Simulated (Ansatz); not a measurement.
# MgCdSe2: how the settings move a single-point run

How sensitive is a single-point run of MgCdSe2 to its settings? A reference run comes first, then one run with altered input. The cell is built on a prototype (ordering on rocksalt) and needn't be the phase found in nature.

Method: reference: DFT, PBE, plane waves, PAW, in Ansatz 0.2.0.

**1. The starting structure**

It takes space group R-3m (No. 166, trigonal). The conventional cell has a = 3.951 Å, b = 3.951 Å, c = 19.353 Å, α = 90.00°, β = 90.00°, γ = 120.00°. Around Mg (site symmetry -3m) lie 6 Se at 2.76 Å. Cd (site symmetry -3m) has 6 Se at 2.83 Å as nearest neighbours. Se (site symmetry 3m) has 3 Mg at 2.76 Å and 3 Cd at 2.83 Å as nearest neighbours.

Coordinates:

```cif
data_structure
_symmetry_space_group_name_H-M 'R-3m:H'
_symmetry_Int_Tables_number 166
_cell_length_a 3.9513
_cell_length_b 3.9513
_cell_length_c 19.3533
_cell_angle_alpha 90.000
_cell_angle_beta 90.000
_cell_angle_gamma 120.000
_cell_volume 261.68
loop_
_atom_site_label
_atom_site_type_symbol
_atom_site_symmetry_multiplicity
_atom_site_Wyckoff_symbol
_atom_site_fract_x
_atom_site_fract_y
_atom_site_fract_z
_atom_site_occupancy
Mg1 Mg 3 a 0.00000 0.00000 0.00000 1
Cd1 Cd 3 b 0.66667 0.33333 0.83333 1
Se1 Se 6 c 0.33333 0.66667 0.92000 1
```

**2. Baseline**

input.yaml

```yaml
crystal:
  lattice:
    - [1.9756470079, 1.1406403318, 6.4511070703]
    - [-1.9756470079, 1.1406403318, 6.4511070703]
    - [0.0, -2.2812806636, 6.4511070703]
  atoms:
    - { symbol: Mg, position: [1.0, 0.0, 0.0] }
    - { symbol: Cd, position: [0.5, 0.5, 0.5] }
    - { symbol: Se, position: [0.2533357354, 0.2533357354, 0.2533357354] }
    - { symbol: Se, position: [0.7466642646, 0.7466642646, 0.7466642646] }
kpoints:
  mp_grid: { grid: [6, 6, 6] }
hamiltonian:
  xc: pbe
scf:
  occupations: { method: fixed }
  n_extra_bands: 5
output:
  forces: true
  stress: true
  eigenvalues: true
```

Started as:

```console
ansatz run input.yaml --threads 4 --pin off --max-ram 3686MiB --backend cpu --events-out ev --progress --plain --runs-dir out
```

**3. The same system, input altered**

Edit input.yaml of step 2 so:

```diff
@@ -17,2 +17,3 @@
   n_extra_bands: 5
+  max_iter: 64
 output:
@@ -21 +22,4 @@
   eigenvalues: true
+magnetization:
+  spin_polarized: true
+  initial_magnetization: 0.5
```

(Steps that only read results are left out.)

Q: Predict the outcome of this session. Wanted: for each run, ending; energy change.

As calculated:

| run | ending | energy change | cycles | time |
| --- | --- | --- | --- | --- |
| reference | converged | - | 6 | 2.6 s |
| 1: spin_polarized true, initial_magnetization 0.5 | refused | - | - | 0.07 s |

Residual by cycle in the longest SCF loop of each run; runs are numbered as in the table. The quantity is the density residual dr2, in eV.

| cycle | reference |
| --- | --- |
| 1 | 3.5e-4 |
| 2 | 1.0e-4 |
| 3 | 9.7e-6 |
| 4 | 1.7e-6 |
| 5 | 1.1e-7 |
| 6 | 2.1e-8 |

With the changed spin polarisation the run ends refused. 1 of the 1 altered inputs did not end normally.
